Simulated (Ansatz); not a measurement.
# InH₂+ (singlet): from Hartree-Fock to the top rungs at angle H2–In1–H3 = 105.7°, def2-TZVPP

One table from this session's results is given with a row withheld; the runs are named, their logs left out.

The runs use Ansatz 0.2.0, Gaussian basis; def2-TZVPP, core rule «outside noble gas», up to 9 orbitals frozen.

To be run: UHF; CCSD(T) on RHF; BCCD(T) on RHF; CCSDT(Q) on RHF; CASSCF and NEVPT2, 2 electrons in 2 orbitals; Full CI.

18 further runs of the same task are left out: 6 for a known fault of the program, 9 that didn't finish, 3 set aside as unsound or not needed.

### The system

The geometry derives from a PBE0/def2-TZVP stationary point (not a proven minimum). One angle is set to the value named; bond lengths are kept. No spin-orbit coupling is included. Elements past krypton take def2 core potentials.

3 atoms, charge 1, spin multiplicity 1.

Atoms are counted from 1 here; the program's logs count them from 0.

Bond lengths: In1–H2 1.665 Å, In1–H3 1.665 Å. Angles: H2–In1–H3 105.7°.

Set-up of the first run:

Contents of in.yaml:

```yaml
crystal:
  periodic: [false, false, false]
  atoms:
    - {symbol: In, position_ang: [-0.017353, 0.000000, 0.000000]}
    - {symbol: H, position_ang: [0.988388, 0.000000, -1.327419]}
    - {symbol: H, position_ang: [0.988388, 0.000000, 1.327419]}
basis:
  gaussian: {orbitals: def2-TZVPP}
total_charge: 1
magnetization: {spin_polarized: true, initial_magnetization: 0}
hamiltonian: {xc: hf}
output: {orbitals: {seedname: orbitals}}
```

Run with:

```sh
$ ansatz run in.yaml --threads 1 --pin off --events-out ev --progress --plain --max-ram 2393MiB
```

Steps of the session up to this table: UHF; CCSD(T) on RHF; BCCD(T) on RHF; CCSDT(Q) on RHF; CASSCF and NEVPT2, 2 electrons in 2 orbitals; Full CI.

One of the session's tables, all rows but one given; the rest of the session is left out.

| method | from FCI (kJ/mol) |
| --- | --- |
| RHF | ? |
| RMP2 | +49.4 |
| RCCSD | +3.2 |
| RCCSD(T) | +0.8 |
| BCCD(T) | +0.8 |
| RCCSDT | +0.1 |
| RCCSDT(Q) | 0.0 |
| CASSCF pair | +148.6 |
| NEVPT2 pair | +41.9 |
| FCI | 0 |

Q: Estimate the row for RHF from the others.

**Answer.** from FCI (kJ/mol): +203.2. In the column «from FCI (kJ/mol)» it is the highest.
